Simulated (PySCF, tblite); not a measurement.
# C8H12NP: geometry, infrared bands and NMR shifts

What infrared bands and NMR shifts should C8H12NP (`CC(C)(C)c1ccpcn1`) show?

The runs use tblite 0.8.0 and PySCF 2.14.0, with density-fitted response routines of our own; the level of theory stands in each step. All values are computed, except where a source is named. Atoms count from 0, in the outputs and in this text.

### 1 Starting geometry

22 atoms, charge 0, multiplicity 1; geometry from: force field or distance geometry start.

Bonds of the start (Å): C0–C1 1.53, C1–C2 1.54, C1–C3 1.54, C1–C4 1.54, C4–C5 1.40, C5–C6 1.39, C6–P7 1.83, P7–C8 1.82, C8–N9 1.36, N9–C4 1.36, C0–H10 1.09, C0–H11 1.09, C0–H12 1.11, C2–H13 1.10, C2–H14 1.09, C2–H15 1.11, C3–H16 1.10, C3–H17 1.10, C3–H18 1.10, C5–H19 1.08, C6–H20 1.08, C8–H21 1.09.

### 2 Optimising the geometry with GFN2-xTB

Job settings and geometry (Å):

```
{"job": {"kind": "relax", "xc": "GFN2-xTB", "basis": "xTB"}, "charge": 0, "multiplicity": 1}
C     -1.700100    -0.458600    -0.933100
C     -0.858700     0.150000     0.191200
C     -1.279300     1.614900     0.384500
C     -1.149400    -0.583400     1.514200
C      0.644900     0.030100    -0.140100
C      1.209100    -1.238900    -0.349600
C      2.549900    -1.454500    -0.667400
P      3.769100    -0.099200    -0.861800
C      2.651800     1.294400    -0.533100
N      1.325700     1.206000    -0.234400
H     -1.529800    -1.529900    -1.064600
H     -1.499000     0.029800    -1.888500
H     -2.783600    -0.332800    -0.716200
H     -1.122100     2.199800    -0.536500
H     -0.736000     2.114200     1.193200
H     -2.357100     1.690100     0.640500
H     -2.198000    -0.470700     1.816900
H     -0.531600    -0.205300     2.339400
H     -0.954200    -1.663200     1.455200
H      0.588100    -2.119000    -0.245400
H      2.908600    -2.465400    -0.797900
H      3.041100     2.310900    -0.567400
```

On the command line:

```bash
> OMP_NUM_THREADS=1 python probes_run.py task.json out
```

The driver reads the jobs from task.json and runs them one after another.

**Question.** This job is followed by: GFN2-xTB harmonic vibrations, gas phase; GIAO PBE0/pcSseg-1 NMR shielding, non-relativistic, gas phase. What will the session give for the following? strongest single infrared mode (GFN2-xTB); zero-point energy (GFN2-xTB); 13C shifts against TMS (PBE0/pcSseg-1, means over atoms taken as alike); 1H shifts against TMS (PBE0/pcSseg-1, means over atoms taken as alike); 31P shifts against H3PO4 (PBE0/pcSseg-1); 15N shifts against NH3 (PBE0/pcSseg-1); surface potential, 1st and 99th percentile.

The runs gave:

| quantity | value |
| --- | --- |
| strongest single infrared mode (GFN2-xTB) | 3036 cm⁻¹, 120 km/mol |
| zero-point energy (GFN2-xTB) | 113.4 kcal/mol |
| 13C shifts against TMS (PBE0/pcSseg-1, means over atoms taken as alike) | 191.3, 174.3, 172.6, 127.2, 41.4, 32.3 ppm |
| 1H shifts against TMS (PBE0/pcSseg-1, means over atoms taken as alike) | 10.72, 9.64, 8.04, 1.41 ppm |
| 31P shifts against H3PO4 (PBE0/pcSseg-1) | 196.3 ppm |
| 15N shifts against NH3 (PBE0/pcSseg-1) | 369.6 ppm |
| surface potential, 1st and 99th percentile | -1.17 V and 1.09 V |

**Reading.** Relaxing lowered the energy by 0.417 eV in 27 steps; the close pair that moved most is C6–P7, from 1.833 to 1.739 Å. No mode is imaginary among the 60: a minimum at this level. Unscaled tight-binding wavenumbers are off by several per cent, some by more. Its intensities can rank the bands wrongly. At PBE0/pcSseg-1: Shielding is most anisotropic at N9 (span 760 ppm, paramagnetic term -434 ppm). NICS(1)zz of -25 ppm above the planar ring from C4 marks a diatropic (aromatic) ring current. At PBE0/pcSseg-1, counted by nearest atom on the grid, the HOMO lies on N9 48 %; P7 21 %, the LUMO on P7 39 %; C4 21 %.
